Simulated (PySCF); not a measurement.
**A gas-phase reaction: FHSZn + CH4O → CH4OSZn + FH**

Wanted: the reaction energy for `[F][Zn][SH]` + `CO` → `C[O][Zn][SH]` + `F`.

Computed with PySCF 2.14.0; each step states its level. No surroundings beyond the atoms listed, unless a continuum is named. Atoms count from 0, parts from 1.

### Step 1. The system as given

Each species was relaxed by itself at PBE0-D3(BJ)/def2-SVPD.

### Step 2. Reaction energy: wB97M-D3(BJ)/def2-TZVPD

What the job is given:

```
{"job": {"kind": "react", "xc": "wB97M-D3(BJ)", "basis": "def2-TZVPD"}, "charge": 0, "multiplicity": 1}
-1 FHSZn charge 0 multiplicity 1
F     -1.272390     2.066000     0.291120
Zn    -0.517870     0.481260     0.214760
S      0.387040    -1.485820     0.141010
H      1.403220    -1.061440    -0.646890

-1 CH4O charge 0 multiplicity 1
C     -0.340480    -0.040980     0.004590
O      0.982890    -0.345160    -0.356470
H     -0.490140    -0.046850     1.098540
H     -0.982200    -0.818610    -0.429500
H     -0.671310     0.934850    -0.392230
H      1.575860     0.316080     0.006720

+1 CH4OSZn charge 0 multiplicity 1
C     -0.966840    -0.513220     1.162980
O     -0.889090    -0.504780    -0.229300
Zn     0.383160     0.205440    -1.246310
S      1.808980     1.008770    -2.677820
H     -0.121040    -1.045090     1.637780
H     -1.008120     0.503090     1.597920
H     -1.889980    -1.034360     1.467650
H      2.682930     1.380150    -1.712910

+1 FH charge 0 multiplicity 1
F      0.458020     0.017910     0.039740
H     -0.458020    -0.017910    -0.039740
```

Method: wB97M-D3(BJ)/def2-TZVPD reaction energy of separated species, gas phase.

The run is started by

```bash
$ OMP_NUM_THREADS=1 python cluster_run.py task.json out
```

The driver reads the jobs from task.json and runs them one after another.

**Question.** The jobs that follow are: PBE0-D3(BJ)/def2-TZVPD reaction energy of separated species, gas phase. Predict: reaction energy (wB97M-D3(BJ)/def2-TZVPD); ΔH, ΔG at 298 K (xTB thermal terms). Thermal terms come from harmonic xTB runs on each species.

**Answer**, as computed:

| quantity | value |
| --- | --- |
| reaction energy (wB97M-D3(BJ)/def2-TZVPD) | 11.17 kcal/mol |
| ΔH, ΔG at 298 K (xTB thermal terms) | +10.2, +11.4 kcal/mol |
| range of the reaction energy over the runs of this table | 10.29 to 11.17 kcal/mol |

What this shows: The reaction is endothermic by 10.2 kcal/mol in the gas phase; dispersion gives -0.44, and xTB itself gave 25.49 for the electronic energy (xTB energies and thermal terms come from the earlier relaxation of each species, not shown). No barrier was sought. xTB and this level differ widely in the electronic energy, so what comes from xTB (the thermal terms above all) is less safe here. The reaction energy runs from 10.29 (PBE0-D3(BJ)/def2-TZVPD) to 11.17 kcal/mol (wB97M-D3(BJ)/def2-TZVPD).
